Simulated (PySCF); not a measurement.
# C₇H₄F₃N: excited states, first hyperpolarisability

Wanted: excited states, first hyperpolarisability for C₇H₄F₃N (`FC(F)(F)C#Cn1cccc1`).

Computed with PySCF 2.14.0 and routines of our own; the level stands in each step. Atoms count from 0.

## (1) The starting structure

15 atoms, charge 0, multiplicity 1; geometry from: GFN2-xTB.

## (2) Relaxing the molecule at PBE0-D3(BJ)/def2-SVP

Job settings and geometry (Å):

```
{"job": {"xc": "PBE0", "basis": "def2-SVP", "d3": "d3bj", "grid": 2, "kind": "geom"}, "charge": 0, "multiplicity": 1}
F      3.883045     1.040669    -0.587112
C      3.382987    -0.061406    -0.005338
F      3.849327    -1.110303    -0.706568
F      3.939488    -0.143204     1.215051
C      1.935673    -0.033674     0.054748
C      0.732740    -0.013145     0.104481
N     -0.587433     0.011583     0.160112
C     -1.368102    -0.774307     0.976367
C     -2.669658    -0.457466     0.743436
C     -2.692675     0.556209    -0.248534
C     -1.404451     0.826321    -0.589524
H     -0.923510    -1.484240     1.644785
H     -3.523314    -0.893259     1.222078
H     -3.566965     1.023294    -0.654888
H     -0.991564     1.520917    -1.293455
```

Run with:

```bash
OMP_NUM_THREADS=1 python excited_run.py task.json out
```

One launch serves the whole session: the jobs run in the order shown.

Standard output:

```text
step   0  E = -622.23560841  max force = 0.025557
step   1  E = -622.23778901  max force = 0.008574
step   2  E = -622.23784944  max force = 0.002096
step   3  E = -622.23789411  max force = 0.001864
step   4  E = -622.23790614  max force = 0.001128
step   5  E = -622.23791551  max force = 0.000928
step   6  E = -622.23790314  max force = 0.001366
step   7  E = -622.23792046  max force = 0.000609
step   8  E = -622.23792378  max force = 0.000263
optimisation converged
```

Run time: 2.1 min. Hardware: 1 thread of Arm Neoverse V1, shared host; peak memory 0.82 GiB.

Relaxation path:

```
step  energy from step 0 (eV)  largest force component (eV/Å)
   0                   0.0000                          1.3142
   1                  -0.0593                          0.4409
   2                  -0.0610                          0.1078
   3                  -0.0622                          0.0959
   4                  -0.0625                          0.0580
   5                  -0.0628                          0.0477
   6                  -0.0624                          0.0702
   7                  -0.0629                          0.0313
   8                  -0.0630                          0.0135
```

Close pairs (by a distance rule), those that changed most:

```
   bond  before (Å)  after (Å)  change (Å)
  C5–N6       1.322      1.339      +0.017
 C9–H13       1.071      1.088      +0.017
 C8–H12       1.071      1.088      +0.017
  C1–C4       1.449      1.464      +0.015
 C7–H11       1.072      1.087      +0.015
C10–H14       1.072      1.087      +0.015
 N6–C10       1.376      1.390      +0.014
  N6–C7       1.376      1.389      +0.013
```

The final coordinates are the input of the step that follows.

```
                         at the end point                value
rotational constants (GHz, main isotopes)  3.512, 0.437, 0.417
                        dipole moment (D)                 2.57
```

## (3) Excited states: TDA CAM-B3LYP/aug-cc-pVDZ

Job settings and geometry (Å):

```
{"job": {"kind": "states", "xc": "CAM-B3LYP", "basis": "aug-cc-pVDZ", "tda": true, "soc": true, "nstates": 6, "ntriplets": 5, "nquad": 4}, "charge": 0, "multiplicity": 1}
F      3.893290     1.118827    -0.371212
C      3.417055    -0.067225     0.009217
F      3.871099    -0.976027    -0.855606
F      3.938207    -0.356342     1.202124
C      1.953943    -0.047520     0.065184
C      0.745529    -0.026508     0.110990
N     -0.592045     0.004869     0.159514
C     -1.388833    -0.786649     0.977465
C     -2.692346    -0.453027     0.734365
C     -2.702281     0.572488    -0.262518
C     -1.404268     0.838221    -0.599879
H     -0.933890    -1.509209     1.649838
H     -3.559165    -0.897121     1.219286
H     -3.577672     1.062410    -0.683758
H     -0.961869     1.537836    -1.304135
```

With the program's defaults for keys left out, this is: TDA CAM-B3LYP/aug-cc-pVDZ excited states, vertical, gas phase, spin-orbit mean-field couplings.

Standard output:

```text
coarse grid: 14408 points
cycle   1  E = -622.9696566814  dE =  2.591e+00  |g| = 9.788e-01  |ddm| = 1.737e+01
cycle   2  E = -622.9071807163  dE =  6.248e-02  |g| = 1.224e+00  |ddm| = 4.968e+00
cycle   3  E = -623.1573632895  dE = -2.502e-01  |g| = 8.265e-02  |ddm| = 2.584e+00
cycle   4  E = -623.1583602068  dE = -9.969e-04  |g| = 5.156e-02  |ddm| = 3.261e-01
cycle   5  E = -623.1588810329  dE = -5.208e-04  |g| = 2.249e-02  |ddm| = 1.732e-01
cycle   6  E = -623.1589912839  dE = -1.103e-04  |g| = 4.018e-03  |ddm| = 5.242e-02
cycle   7  E = -623.1589950695  dE = -3.786e-06  |g| = 1.819e-03  |ddm| = 1.487e-02
final grid: 145752 points
cycle   8  E = -623.1779694867  dE = -2.696e-05  |g| = 4.548e-03  |ddm| = 2.052e-01
cycle   9  E = -623.1779682282  dE =  1.258e-06  |g| = 5.524e-03  |ddm| = 2.890e-02
cycle  10  E = -623.1779740139  dE = -5.786e-06  |g| = 3.730e-04  |ddm| = 1.258e-02
cycle  11  E = -623.1779740468  dE = -3.288e-08  |g| = 2.161e-04  |ddm| = 2.376e-03
cycle  12  E = -623.1779740598  dE = -1.300e-08  |g| = 6.637e-05  |ddm| = 8.323e-04
cycle  13  E = -623.1779740610  dE = -1.257e-09  |g| = 3.208e-05  |ddm| = 2.488e-04
cycle  14  E = -623.1779740614  dE = -3.777e-10  |g| = 1.495e-05  |ddm| = 1.084e-04
converged SCF energy = -623.1779740614

Singlet excitations
state   eV       nm        f     d(h-e)  d(exc)  Lambda  PR(NTO)  |dmu|/D   mu/D   main configurations
  1   5.4933   225.7   0.00002   0.865   2.796   0.377   1.012    3.436    6.192   H-1->L+4 0.84, H-3->L+4 0.12
  2   5.8242   212.9   0.29333   0.042   3.062   0.686   1.547    0.094    2.849   H-1->L 0.77, H-2->L+4 0.11
  3   5.9856   207.1   0.12486   1.093   3.197   0.673   1.087    3.540    6.297   H->L 0.95
  4   6.0462   205.1   0.00001   0.070   4.206   0.233   1.028    1.890    0.870   H->L+1 0.91
  5   6.3773   194.4   0.00174   2.968   3.941   0.206   1.009                     H->L+4 0.95
  6   6.4505   192.2   0.06005   0.074   4.281   0.214   1.352                     H-1->L+1 0.73, H->L+2 0.11

Triplet excitations (Tamm-Dancoff)
state   eV     d(h-e)  d(exc)  Lambda  PR(NTO)   main configurations
  1   3.8362   0.472   2.557   0.644   1.087   H->L 0.86
  2   4.5569   0.011   2.893   0.664   1.225   H-1->L 0.86
  3   5.1143   0.617   2.624   0.379   1.084   H-1->L+4 0.75, H-3->L+4 0.16
  4   5.4298   0.059   2.132   0.721   2.214   H-2->L+4 0.58, H->L+10 0.13, H-3->L 0.10
  5   5.7018   0.233   2.316   0.697   2.887   H->L+10 0.40, H-2->L+4 0.29, H-3->L 0.12
S1 - T1 = 1.6570 eV

Spin-orbit couplings |<S|Hso|T>| (cm-1)
             T1       T2       T3       T4       T5
S0        0.024    1.093    2.925    1.226    2.695
S1        0.255    3.462    0.063    7.054    9.122
S2        0.025    0.032   11.143    0.014    0.032
S3        0.085    0.062    0.250    0.244    0.270
S4        0.061    0.154    0.013    0.243    0.320
S5        2.615    0.620    0.139    0.101    2.589
S6        0.601    1.224    2.787    0.684    0.927
T1 sublevels (cm-1): 0.000 0.000 0.000   radiative rates (1/s): 0.0573 0.00153 0.052
```

Run time: 98 s. Hardware: 1 thread of Arm Neoverse V1, shared host; peak memory 1.2 GiB.

Key values:

```
  quantity    value
S1 less T1  1.66 eV
```

## (4) Excited states: TDDFT CAM-B3LYP/aug-cc-pVDZ

The job, as its differences from that of step 3:

```diff
@@ -1,2 +1,2 @@
-{"job": {"kind": "states", "xc": "CAM-B3LYP", "basis": "aug-cc-pVDZ", "tda": true, "soc": true, "nstates": 6, "ntriplets": 5, "nquad": 4}, "charge": 0, "multiplicity": 1}
+{"job": {"kind": "states", "xc": "CAM-B3LYP", "basis": "aug-cc-pVDZ", "tpa": true, "nstates": 8, "nquad": 6, "ntriplets": 0}, "charge": 0, "multiplicity": 1}
 F      3.893290     1.118827    -0.371212
```

Level: TDDFT CAM-B3LYP/aug-cc-pVDZ excited states, vertical, gas phase, two-photon moments by quadratic response.

Standard output:

```text
coarse grid: 14408 points
cycle   1  E = -622.9696566814  dE =  2.591e+00  |g| = 9.788e-01  |ddm| = 1.737e+01
cycle   2  E = -622.9071807163  dE =  6.248e-02  |g| = 1.224e+00  |ddm| = 4.968e+00
cycle   3  E = -623.1573632895  dE = -2.502e-01  |g| = 8.265e-02  |ddm| = 2.584e+00
cycle   4  E = -623.1583602068  dE = -9.969e-04  |g| = 5.156e-02  |ddm| = 3.261e-01
cycle   5  E = -623.1588810329  dE = -5.208e-04  |g| = 2.249e-02  |ddm| = 1.732e-01
cycle   6  E = -623.1589912839  dE = -1.103e-04  |g| = 4.018e-03  |ddm| = 5.242e-02
cycle   7  E = -623.1589950695  dE = -3.786e-06  |g| = 1.819e-03  |ddm| = 1.487e-02
final grid: 145752 points
cycle   8  E = -623.1779694867  dE = -2.696e-05  |g| = 4.548e-03  |ddm| = 2.052e-01
cycle   9  E = -623.1779682282  dE =  1.258e-06  |g| = 5.524e-03  |ddm| = 2.890e-02
cycle  10  E = -623.1779740139  dE = -5.786e-06  |g| = 3.730e-04  |ddm| = 1.258e-02
cycle  11  E = -623.1779740468  dE = -3.288e-08  |g| = 2.161e-04  |ddm| = 2.376e-03
cycle  12  E = -623.1779740598  dE = -1.300e-08  |g| = 6.637e-05  |ddm| = 8.323e-04
cycle  13  E = -623.1779740610  dE = -1.257e-09  |g| = 3.208e-05  |ddm| = 2.488e-04
cycle  14  E = -623.1779740614  dE = -3.777e-10  |g| = 1.495e-05  |ddm| = 1.084e-04
converged SCF energy = -623.1779740614

Singlet excitations
state   eV       nm        f     d(h-e)  d(exc)  Lambda  PR(NTO)  |dmu|/D   mu/D   delta(TPA)   sigma/GM   main configurations
  1   5.4670   226.8   0.00002   0.873   2.802   0.377   1.008    3.410    6.167        0.09      0.001   H-1->L+4 0.84, H-3->L+4 0.12
  2   5.7078   217.2   0.09102   0.983   3.120   0.668   1.126    3.147    5.904       10.59      0.126   H->L 0.97
  3   5.7299   216.4   0.28389   0.051   3.038   0.683   1.545    0.121    2.814       22.43      0.270   H-1->L 0.82, H-2->L+4 0.08
  4   6.0451   205.1   0.00000   0.070   4.210   0.233   1.028    1.883    0.876      145.32      1.945   H->L+1 0.91
  5   6.3697   194.6   0.00152   2.981   3.943   0.206   1.007    9.535   12.292        0.07      0.001   H->L+4 0.95
  6   6.4472   192.3   0.05540   0.079   4.283   0.214   1.349    0.934    1.824        6.17      0.094   H-1->L+1 0.73, H->L+2 0.12
  7   6.6589   186.2   0.00813   0.050   4.629   0.192   1.414                                            H->L+2 0.76
  8   6.7765   183.0   0.00001   0.703   3.234   0.348   1.459                                            H-2->L 0.68, H->L+3 0.15
```

It took 2 min on 1 thread of Arm Neoverse V1, shared host; peak memory 1.3 GiB.

## (5) First hyperpolarisability: quadratic response CAM-B3LYP/aug-cc-pVDZ

The job, as its differences from that of step 4:

```diff
@@ -1,2 +1,2 @@
-{"job": {"kind": "states", "xc": "CAM-B3LYP", "basis": "aug-cc-pVDZ", "tpa": true, "nstates": 8, "nquad": 6, "ntriplets": 0}, "charge": 0, "multiplicity": 1}
+{"job": {"kind": "beta", "xc": "CAM-B3LYP", "basis": "aug-cc-pVDZ"}, "charge": 0, "multiplicity": 1}
 F      3.893290     1.118827    -0.371212
```

With the program's defaults for keys left out, this is: quadratic response CAM-B3LYP/aug-cc-pVDZ first hyperpolarisability, Taylor convention, gas phase.

Standard output:

```text
coarse grid: 14408 points
cycle   1  E = -622.9696566814  dE =  2.591e+00  |g| = 9.788e-01  |ddm| = 1.737e+01
cycle   2  E = -622.9071807163  dE =  6.248e-02  |g| = 1.224e+00  |ddm| = 4.968e+00
cycle   3  E = -623.1573632895  dE = -2.502e-01  |g| = 8.265e-02  |ddm| = 2.584e+00
cycle   4  E = -623.1583602068  dE = -9.969e-04  |g| = 5.156e-02  |ddm| = 3.261e-01
cycle   5  E = -623.1588810329  dE = -5.208e-04  |g| = 2.249e-02  |ddm| = 1.732e-01
cycle   6  E = -623.1589912839  dE = -1.103e-04  |g| = 4.018e-03  |ddm| = 5.242e-02
cycle   7  E = -623.1589950695  dE = -3.786e-06  |g| = 1.819e-03  |ddm| = 1.487e-02
final grid: 145752 points
cycle   8  E = -623.1779694867  dE = -2.696e-05  |g| = 4.548e-03  |ddm| = 2.052e-01
cycle   9  E = -623.1779682282  dE =  1.258e-06  |g| = 5.524e-03  |ddm| = 2.890e-02
cycle  10  E = -623.1779740139  dE = -5.786e-06  |g| = 3.730e-04  |ddm| = 1.258e-02
cycle  11  E = -623.1779740468  dE = -3.288e-08  |g| = 2.161e-04  |ddm| = 2.376e-03
cycle  12  E = -623.1779740598  dE = -1.300e-08  |g| = 6.637e-05  |ddm| = 8.323e-04
cycle  13  E = -623.1779740610  dE = -1.257e-09  |g| = 3.208e-05  |ddm| = 2.488e-04
cycle  14  E = -623.1779740614  dE = -3.777e-10  |g| = 1.495e-05  |ddm| = 1.084e-04
converged SCF energy = -623.1779740614

Lowest singlets (eV, f): 5.4670 0.0000  5.7078 0.0910  5.7299 0.2838

First hyperpolarisability (au)
process     nm      |vector|   parallel      HRS      DR
static         -       67.31      40.32      77.09   1.706
shg       1907.0       72.48      43.43      80.77   1.728
eope      1907.0       68.98      41.32          -       -
shg       1064.0       85.89      51.47      90.15   1.777
eope      1064.0       72.87      43.66          -       -
```

It took 92 s on 1 thread of Arm Neoverse V1, shared host; peak memory 1.2 GiB.

## (6) Excited states: TDA CAM-B3LYP/aug-cc-pVDZ in methanol

The job, as its differences from that of step 5:

```diff
@@ -1,2 +1,2 @@
-{"job": {"kind": "beta", "xc": "CAM-B3LYP", "basis": "aug-cc-pVDZ"}, "charge": 0, "multiplicity": 1}
+{"job": {"kind": "states", "xc": "CAM-B3LYP", "basis": "aug-cc-pVDZ", "tda": true, "soc": true, "nstates": 6, "ntriplets": 5, "nquad": 4, "solvent": "methanol"}, "charge": 0, "multiplicity": 1}
 F      3.893290     1.118827    -0.371212
```

With the program's defaults for keys left out, this is: TDA CAM-B3LYP/aug-cc-pVDZ excited states, vertical, IEF-PCM methanol (non-equilibrium response), spin-orbit mean-field couplings.

Standard output:

```text
coarse grid: 14408 points
cycle   1  E = -622.9809122450  dE =  2.580e+00  |g| = 9.646e-01  |ddm| = 1.741e+01
cycle   2  E = -622.9395791146  dE =  4.133e-02  |g| = 1.168e+00  |ddm| = 4.865e+00
cycle   3  E = -623.1638172658  dE = -2.242e-01  |g| = 6.818e-02  |ddm| = 2.470e+00
cycle   4  E = -623.1646202294  dE = -8.030e-04  |g| = 3.281e-02  |ddm| = 2.741e-01
cycle   5  E = -623.1648381145  dE = -2.179e-04  |g| = 7.712e-03  |ddm| = 1.305e-01
cycle   6  E = -623.1648503107  dE = -1.220e-05  |g| = 4.218e-03  |ddm| = 2.564e-02
cycle   7  E = -623.1648545512  dE = -4.241e-06  |g| = 9.378e-04  |ddm| = 1.132e-02
final grid: 145752 points
cycle   8  E = -623.1837941459  dE = -2.781e-05  |g| = 4.509e-03  |ddm| = 2.119e-01
cycle   9  E = -623.1837938332  dE =  3.127e-07  |g| = 5.123e-03  |ddm| = 2.701e-02
cycle  10  E = -623.1837984166  dE = -4.583e-06  |g| = 3.932e-04  |ddm| = 1.092e-02
cycle  11  E = -623.1837984492  dE = -3.259e-08  |g| = 2.419e-04  |ddm| = 2.500e-03
cycle  12  E = -623.1837984636  dE = -1.435e-08  |g| = 9.594e-05  |ddm| = 9.049e-04
cycle  13  E = -623.1837984660  dE = -2.479e-09  |g| = 2.335e-05  |ddm| = 3.317e-04
cycle  14  E = -623.1837984664  dE = -3.508e-10  |g| = 1.113e-05  |ddm| = 1.142e-04
converged SCF energy = -623.1837984664

Singlet excitations
state   eV       nm        f     d(h-e)  d(exc)  Lambda  PR(NTO)  |dmu|/D   mu/D   main configurations
  1   5.4679   226.7   0.00002   0.922   2.835   0.351   1.011    4.016    7.215   H-1->L+4 0.78, H-3->L+4 0.11
  2   5.7748   214.7   0.38429   0.072   3.094   0.674   1.451    0.531    3.729   H-1->L 0.80, H-2->L+4 0.09
  3   5.8400   212.3   0.14516   1.153   3.230   0.655   1.069    4.201    7.400   H->L 0.95
  4   5.9977   206.7   0.00002   0.108   4.183   0.214   1.021    0.936    2.266   H->L+1 0.84
  5   6.2434   198.6   0.00025   3.079   3.976   0.211   1.002                     H->L+4 0.92
  6   6.4579   192.0   0.07728   0.201   4.271   0.218   1.231                     H-1->L+1 0.79

Triplet excitations (Tamm-Dancoff)
state   eV     d(h-e)  d(exc)  Lambda  PR(NTO)   main configurations
  1   3.8207   0.498   2.581   0.623   1.083   H->L 0.84
  2   4.5793   0.066   2.900   0.658   1.232   H-1->L 0.85
  3   5.1040   0.661   2.656   0.354   1.081   H-1->L+4 0.70, H-3->L+4 0.15
  4   5.4262   0.067   2.131   0.678   2.065   H-2->L+4 0.56, H->L+12 0.12, H-3->L 0.10
  5   5.7017   0.224   2.325   0.669   2.895   H->L+12 0.40, H-2->L+4 0.24, H-3->L 0.12
S1 - T1 = 1.6472 eV

Spin-orbit couplings |<S|Hso|T>| (cm-1)
             T1       T2       T3       T4       T5
S0        0.022    1.111    2.835    1.314    2.652
S1        0.252    3.405    0.061    7.423    8.849
S2        0.023    0.045   10.792    0.015    0.037
S3        0.088    0.059    0.291    0.200    0.229
S4        0.417    0.119    0.013    0.244    0.346
S5        2.338    0.668    0.090    0.228    2.470
S6        0.609    1.661    3.081    0.566    1.173
T1 sublevels (cm-1): 0.000 0.000 0.000   radiative rates (1/s): 0.0356 0.0554 0.00101
```

It took 100 s on 1 thread of Arm Neoverse V1, shared host; peak memory 1.3 GiB.

In short:

```
  quantity    value
S1 less T1  1.65 eV
```

## (7) Summary of results

| quantity | value |
| --- | --- |
| rotational constants (main isotopes) | 3.51, 0.44, 0.42 GHz |
| S1 less T1 (step 3, TDA CAM-B3LYP/aug-cc-pVDZ) | 1.66 eV |
| β vector (step 5, quadratic response CAM-B3LYP/aug-cc-pVDZ) | static 67, SHG 1907.0 nm 72, SHG 1064.0 nm 86 au |
| S1 less T1 (step 6, TDA CAM-B3LYP/aug-cc-pVDZ in methanol) | 1.65 eV |

In words: Over 8 steps the energy fell by 0.063 eV; of the close pairs, C5–N6 changed most, 1.322 to 1.339 Å. In step 3, the number of triplets below S1 is 4, and the largest singlet-triplet spin-orbit coupling is S2–T3, 11.14 cm⁻¹. β grows from 67 au (static) to 86 au for doubling at 1064.0 nm: normal dispersion, which grows as twice the photon energy moves toward the bright states. In step 6, the number of triplets below S1 is 4, and the largest singlet-triplet spin-orbit coupling is S2–T3, 10.79 cm⁻¹.
